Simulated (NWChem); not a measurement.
# revTPSS/STO-3G run of BClF2 (SMILES FB(F)Cl)

Aim: the vertical ionisation energy of BClF2 at revTPSS/STO-3G, from 2 runs. 

The results are computed with NWChem 7.3.0.

2 further runs of the same task are left out: 1 that didn't finish, 1 set aside as unsound or not needed.

**1. The structure to begin with**

BClF2 has 4 atoms, charge 0, and is taken as a singlet. As SMILES, `FB(F)Cl`. The shape is that of a PBE0-D4/def2-TZVP optimisation.

Bond lengths: F1–B2 1.310 Å, B2–F3 1.310 Å, B2–Cl4 1.740 Å. Angles: F1–B2–F3 119.0°, F1–B2–Cl4 120.5°, F3–B2–Cl4 120.5°.

**2. The energy at revTPSS/STO-3G**

Input file calc.nw:

```
start calc
memory 2200 mb
charge 0
geometry
zmatrix
  F
  B 1 1.31045
  F 2 1.310267 1 119.00197
  Cl 2 1.73969 3 120.50141 1 179.99239
end
end
basis spherical bse
F library STO-3G
B library STO-3G
Cl library STO-3G
end
dft
xc mgga_x_revtpss mgga_c_revtpss
mult 1
grid medium
convergence energy 1e-06
direct
mulliken
end
task dft
```

Run with:

```bash
$ nwchem calc.nw > calc.out
```

Standard output:

```text
[...]
 Group name             C2v
[...]
          Wavefunction type:  closed shell.
          No. of atoms     :     4
          No. of electrons :    40
[...]
          Charge           :     0
          Spin multiplicity:     1
[...]
          AO basis - number of functions:    24
[...]
              XC Information
              --------------
          Using LibXC version      7.1.2
                                    mgga_x_revtpss  1.000
                                    mgga_c_revtpss  1.000
[...]
 d= 0,ls=0.0,diis     1   -676.3122569810 -8.18D+02  1.03D-01  9.61D-01     0.1
[...]
 d= 0,ls=0.0,diis     6   -676.5157356751 -4.20D-07  4.07D-06  4.35D-09     0.3
         Total DFT energy =     -676.515735675125
      One electron energy =    -1221.694102195409
           Coulomb energy =      456.239037230506
    Exchange-Corr. energy =      -53.196978077713
 Nuclear repulsion energy =      142.136307367491
[...]
      Total Density - Mulliken Population Analysis
     ---------------------------------------------
    Atom       Charge   Shell Charges
 -----------   ------   -------------------------------------------------------
    1 F    9     9.07   2.00  1.94  5.13
    2 B    5     4.64   1.99  0.76  1.89
    3 F    9     9.07   2.00  1.94  5.13
    4 Cl  17    17.22   2.00  2.00  5.98  1.97  5.26
[...]
```

It took 0.76 s on 1 thread of AMD EPYC 9B45 (Zen 5), shared host; peak memory 0.1 GiB.

**3. The doublet cation**

Input file run.py:

```python
from ase import Atoms
from ase.calculators.nwchem import NWChem

mol = Atoms(['F', 'B', 'F', 'Cl'], positions=[
    [-0.173700, -1.254300, -0.546300],
    [-0.067100, -0.041300, -0.062000],
    [-1.011600, 0.830100, -0.317700],
    [1.307900, 0.405300, 0.905700],
])

calc = NWChem(
    label='bclf2',
    theory='dft',
    memory='2200 mb',
    basis='STO-3G',
    basispar='spherical bse',
    charge=1,
    dft={'xc': 'mgga_x_revtpss mgga_c_revtpss', 'mult': '2', 'grid': 'medium', 'convergence': 'energy 1e-06', 'direct': None, 'iterations': '150', 'mulliken': None},
    task='energy',
)
mol.calc = calc

print("Total energy (eV):", round(mol.get_potential_energy(), 6))
```

Run with:

```bash
$ export ASE_NWCHEM_COMMAND="nwchem PREFIX.nwi > PREFIX.nwo"
$ python run.py
```

Standard output:

```text
Total energy (eV): -18398.784759
```

The calculator wrote bclf2.nwi:

```
title "bclf2"

permanent_dir bclf2

scratch_dir bclf2

start bclf2

geometry units angstrom nocenter noautosym noautoz
  F  -1.7369999999999999e-01 -1.2543000000000000e+00 -5.4630000000000001e-01
  B  -6.7100000000000007e-02 -4.1300000000000003e-02 -6.2000000000000000e-02
  F  -1.0116000000000001e+00 8.3009999999999995e-01 -3.1769999999999998e-01
  Cl 1.3079000000000001e+00 4.0529999999999999e-01 9.0569999999999995e-01
end

charge 1

memory 2200 mb

basis spherical bse noprint
   * library STO-3G
end

dft
  xc mgga_x_revtpss mgga_c_revtpss
  mult 2
  grid medium
  convergence energy 1e-06
  direct
  iterations 150
  mulliken
end

task dft energy
```

bclf2.nwo:

```text
Northwest Computational Chemistry Package (NWChem) 7.3.0
             --------------------------------------------------------

           Job information
           ---------------

    nwchem branch   = 7.3.0
    use scalapack   = T
    input           = bclf2.nwi
    prefix          = bclf2.
    data base       = bclf2/bclf2.db
    status          = startup
    nproc           =        1

           Memory information
           ------------------

    heap     =     72089594 doubles =      550.0 Mbytes
    stack    =     72089599 doubles =      550.0 Mbytes
    global   =    144179200 doubles =     1100.0 Mbytes (distinct from heap & stack)
    total    =    288358393 doubles =     2200.0 Mbytes
    verify   = yes
    hardfail = no

           Directory information
           ---------------------

  0 permanent = bclf2
  0 scratch   = bclf2

[... 30 lines left out ...]
            Nuclear Dipole moment (a.u.)
[... 70 lines left out ...]
          Convergence on gradient requested:  5.00D-04
[... 23 lines left out ...]
          Convergence aids based upon iterative change in
[... 30 lines left out ...]
 1-e energy   =   -1192.665713
[... 51 lines left out ...]
         Total DFT energy =     -676.142874250794
[... 2 lines left out ...]
    Exchange-Corr. energy =      -52.499894243375
[... 178 lines left out ...]
                     DFT Final Beta Molecular Orbital Analysis
[... 226 lines left out ...]
   alpha     21     22     23     24
    beta     21     22     23     24
 overlap   1.000  1.000  1.000  1.000

     --------------------------
     Expectation value of S2:
     --------------------------
      <S2> =      0.7508 (Exact =     0.7500)

 center of mass
 --------------
 x =   0.50583765 y =   0.12734856 z =   0.32796731

 moments of inertia (a.u.)
 ------------------
         293.354253054538         -18.705636940187        -162.398170522246
         -18.705636940187         384.426969828064         -71.029420539213
        -162.398170522246         -71.029420539213         436.483312382872

     Multipole analysis of the density
     ---------------------------------

     L   x y z        total         alpha         beta         nuclear
     -   - - -        -----         -----         ----         -------
     0   0 0 0      1.000000    -20.000000    -19.000000     40.000000

     1   1 0 0      0.202739    -10.875943    -10.145019     21.223702
[... 8 lines of this table left out ...]
     2   0 0 2    -16.067218    -40.582488    -38.187567     62.702837

 Task  times  cpu:        2.9s     wall:        2.9s
 Total times  cpu:        3.0s     wall:        3.0s
```

It took 3.9 s on 1 thread of AMD EPYC 9B45 (Zen 5), shared host; peak memory 0.11 GiB.

**4. Results**

At revTPSS/STO-3G:

| quantity | value |
| --- | --- |
| singlet BClF2: total energy | -676.51574 Eh |
| singlet BClF2: dipole moment | 1.78 D |
| singlet BClF2: HOMO energy | -5.47 eV |
| singlet BClF2: LUMO energy | 2.35 eV |
| singlet BClF2: HOMO–LUMO gap | 7.82 eV |
| doublet cation: total energy | -676.14287 Eh |
| doublet cation: HOMO energy (highest over α and β) | -15.37 eV |
| doublet cation: LUMO energy (lowest over α and β) | -14.79 eV |
| doublet cation: ⟨S²⟩ | 0.751 |
| vertical ionisation energy (to the doublet cation) | 10.146 eV |

In words: The vertical ionisation energy comes to 10.15 eV (234 kcal/mol). The negative HOMO energy of the first species, 5.47 eV, lies 4.68 eV below that difference. In a minimal basis such a difference can be off by several eV, whatever the method. Mulliken charges (singlet BClF2) run from -0.22 on Cl4 to +0.36 on B2. Mulliken charges (doublet cation) run from +0.11 on F1 to +0.52 on B2; they depend strongly on the basis.
